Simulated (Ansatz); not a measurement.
# AlGeH7Si: basis-set convergence

An exercise on one series of results from a longer session: the logs are not shown, and one member is left open.

Method: one geometry, several basis sets; program: Ansatz 0.2.0, Gaussian basis.

The runs, in order: PBE0-D4/def2-SVP; ωB97M-V/def2-SVP; PBE0-D4/def2-QZVPP; ωB97M-V/def2-QZVPP; the functionals' def2-TZVPP values are taken from earlier runs.

### The geometry

All runs share one geometry, relaxed beforehand with PBE0-D4 in a triple-zeta def2 set.

SMILES `[SiH3][AlH][GeH3]`, 10 atoms, charge 0, spin multiplicity 1.

Atoms are counted from 1 here; the program's logs count them from 0.

Bond lengths: Si1–Al2 2.457 Å, Si1–H4 1.492 Å, Si1–H5 1.490 Å, Si1–H6 1.492 Å, Al2–Ge3 2.481 Å, Al2–H7 1.590 Å, Ge3–H8 1.543 Å, Ge3–H9 1.543 Å, Ge3–H10 1.541 Å. Angles: Al2–Si1–H4 110.2°, Al2–Si1–H5 114.0°, Al2–Si1–H6 110.1°, H4–Si1–H5 107.7°, H4–Si1–H6 106.9°, H5–Si1–H6 107.7°, Si1–Al2–Ge3 118.6°, Si1–Al2–H7 121.3°, Ge3–Al2–H7 120.1°, Al2–Ge3–H8 111.0°, Al2–Ge3–H9 111.0°, Al2–Ge3–H10 114.4°, H8–Ge3–H9 106.0°, H8–Ge3–H10 107.0°, H9–Ge3–H10 107.0°.

Set-up of the first run:

File in.yaml:

```yaml
crystal:
  periodic: [false, false, false]
  atoms:
    - {symbol: Si, position_ang: [-1.514184, 1.190980, -0.917180]}
    - {symbol: Al, position_ang: [0.727288, 0.203162, -0.719107]}
    - {symbol: Ge, position_ang: [1.204140, -1.277142, 1.213656]}
    - {symbol: H, position_ang: [-2.548729, 0.116587, -0.962324]}
    - {symbol: H, position_ang: [-1.695324, 2.045572, -2.123960]}
    - {symbol: H, position_ang: [-1.812700, 2.029146, 0.280891]}
    - {symbol: H, position_ang: [1.858640, 0.498392, -1.796917]}
    - {symbol: H, position_ang: [0.237857, -2.480190, 1.240653]}
    - {symbol: H, position_ang: [0.990961, -0.530166, 2.547248]}
    - {symbol: H, position_ang: [2.635149, -1.847340, 1.240141]}
basis:
  gaussian: {orbitals: def2-SVP}
hamiltonian: {xc: pbe0, dispersion: d4}
output: {orbitals: {seedname: orbitals}}
```

On the command line:

```
$ ansatz run in.yaml --threads 2 --pin off --events-out ev --progress --plain --max-ram 4352MiB
```

Steps of the session up to this table: PBE0-D4 in def2-SVP; ωB97M-V in def2-SVP; PBE0-D4 in def2-QZVPP; ωB97M-V in def2-QZVPP.

One of the session's tables, all rows but one given; the rest of the session is left out.

It belongs to the step «Density functionals: the series». 

| functional | basis | HOMO (eV) | LUMO (eV) |
| --- | --- | --- | --- |
| PBE0-D4 | def2-SVP | -7.32 | -2.39 |
| PBE0-D4 | def2-TZVPP | -7.29 | -2.37 |
| PBE0-D4 | def2-QZVPP | -7.29 | -2.37 |
| ωB97M-V | def2-SVP | ? | ? |
| ωB97M-V | def2-TZVPP | -9.21 | -0.72 |
| ωB97M-V | def2-QZVPP | -9.21 | -0.78 |

Q: Estimate the row for ωB97M-V, def2-SVP from the others.

**Answer.** HOMO (eV): -9.21; LUMO (eV): -0.69.
